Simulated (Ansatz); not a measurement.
# ScMnS3: from a guess to a relaxed structure

The task: take a trial cell of ScMnS3 to zero force and stress.

Method: DFT PBE, scalar-relativistic, plane waves, PAW, in Ansatz 0.2.0.

## 1. The starting structure

It takes space group Pm-3m (No. 221, cubic). Conventional cell: a = 4.671 Å, b = 4.671 Å, c = 4.671 Å, α = 90.00°, β = 90.00°, γ = 90.00°. Around Sc (site symmetry m-3m) lie 12 S at 3.30 Å. Mn (site symmetry m-3m) has 6 S at 2.34 Å as nearest neighbours. S (site symmetry 4/mmm) has 2 Mn at 2.34 Å and 4 Sc at 3.30 Å as nearest neighbours.

Coordinates:

```cif
data_structure
_symmetry_space_group_name_H-M 'P 1'
_symmetry_Int_Tables_number 1
_cell_length_a 4.6714
_cell_length_b 4.6714
_cell_length_c 4.6714
_cell_angle_alpha 90.000
_cell_angle_beta 90.000
_cell_angle_gamma 90.000
_cell_volume 101.94
loop_
_atom_site_label
_atom_site_type_symbol
_atom_site_fract_x
_atom_site_fract_y
_atom_site_fract_z
_atom_site_occupancy
Sc1 Sc 0.50000 0.50000 0.50000 1
Mn1 Mn 0.00000 0.00000 0.00000 1
S1 S 0.50000 0.00000 0.00000 1
S2 S 0.00000 0.50000 0.00000 1
S3 S 0.00000 0.00000 0.50000 1
```

The cell is invented: perovskite family, tilts a0a0a0 (Pm-3m, No. 221). Its size is a rough estimate.

## 2. A first look at the guess

The input, input.yaml:

```yaml
crystal:
  lattice:
    - [4.6713587, 0.0, 0.0]
    - [0.0, 4.6713587, 0.0]
    - [0.0, 0.0, 4.6713587]
  atoms:
    - { symbol: Sc, position: [0.5, 0.5, 0.5] }
    - { symbol: Mn, position: [0.0, 0.0, 0.0], spin: 4.0 }
    - { symbol: S, position: [0.5, 0.0, 0.0] }
    - { symbol: S, position: [0.0, 0.5, 0.0] }
    - { symbol: S, position: [0.0, 0.0, 0.5] }
basis:
  ecutwfc: 420
kpoints:
  mp_grid: { grid: [4, 4, 4] }
hamiltonian:
  xc: pbe
scf:
  occupations: { method: gaussian, width: 0.1 }
  lower_state_search: "off"
output:
  forces: true
  stress: true
  eigenvalues: true
  populations: true
magnetization:
  spin_polarized: true
```

Command:

```sh
ansatz run input.yaml --threads 1 --pin off --max-ram 2048MiB --backend cpu --events-out ev --progress --plain --runs-dir out
```

The session goes on with these runs: rough relaxation on the coarse mesh; relaxation on the finer mesh.

What does the calculation give? Wanted: conventional cell; volume; energy over the elements; gap on the mesh; total moment.

As calculated:

| quantity | value |
| --- | --- |
| symmetry at the end (tolerance 0.05 Å) | space group Pm-3m (No. 221) |
| conventional cell | a = 4.551 Å, b = 4.551 Å, c = 4.551 Å, α = 90.00°, β = 90.00°, γ = 90.00° |
| volume | 18.85 Å³/atom |
| energy over the elements | -0.56 eV/atom |
| gap on the mesh | none (metal) |
| total moment | 3.68 μB/cell |

What this shows: The space group Pm-3m (No. 221) is kept, and the volume per atom shrinks by 7.5 % from the first guess. A negative formation energy is needed for stability but isn't enough; other structures and compounds were not set against it here. No finished test with a distortion of lower symmetry is shown, so the end may be a saddle point. With one magnetic atom in the cell only ferromagnetic order fits, and no U was applied, so an antiferromagnetic state was not tested. Without a U such compounds often come out metallic though many are antiferromagnetic insulators. Other magnetic orders were not searched.
